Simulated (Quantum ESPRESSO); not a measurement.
The system is WS.

```
W S
1.0
     3.00789    0.00000    0.00000
     0.00000    3.00789    0.00000
     0.00000    0.00000    3.00789
W S
1 1
Direct
  0.50000 0.50000 0.50000
  0.00000 0.00000 0.00000
```

The cell was built by a generator and needn't be a form met in nature.

| Quantity | Value |
| --- | --- |
| Program | Quantum ESPRESSO 7.5 |
| Task | phonons |
| Functional | AM05 |
| Potentials or basis | PseudoDojo 0.4.1 SR PBE standard |
| Cutoff | 1007 eV |
| Density cutoff | 4027 eV |
| k mesh | 6 × 6 × 6, shifted |
| Occupations | fermi-dirac, width 0.05 eV |
| Spin | no spin polarisation |
| Mixing beta | 0.5 |
| Most SCF iterations | 120 |
| SCF threshold | 4e-10 Ry |

The cell and the atoms were relaxed first, to 13.12 Å³/atom (a = 2.972 Å, b = 2.972 Å, c = 2.972 Å, α = 90.00°, β = 90.00°, γ = 90.00°), and the response was taken there.

**Question.** Which optical modes does the crystal have at the zone centre, and which show in infrared and Raman spectra?

**Answer.** The optical modes are T1u. Infrared active: T1u. None is Raman active.

Optical modes at Γ, degenerate ones joined:
```csv
cm⁻¹,components,symmetry,active in
222,3,T1u,IR
```

Caveat: the k mesh is coarse; the mesh is thin for the phonons of a metal; the potentials were made for another functional, which shifts forces and pressure.
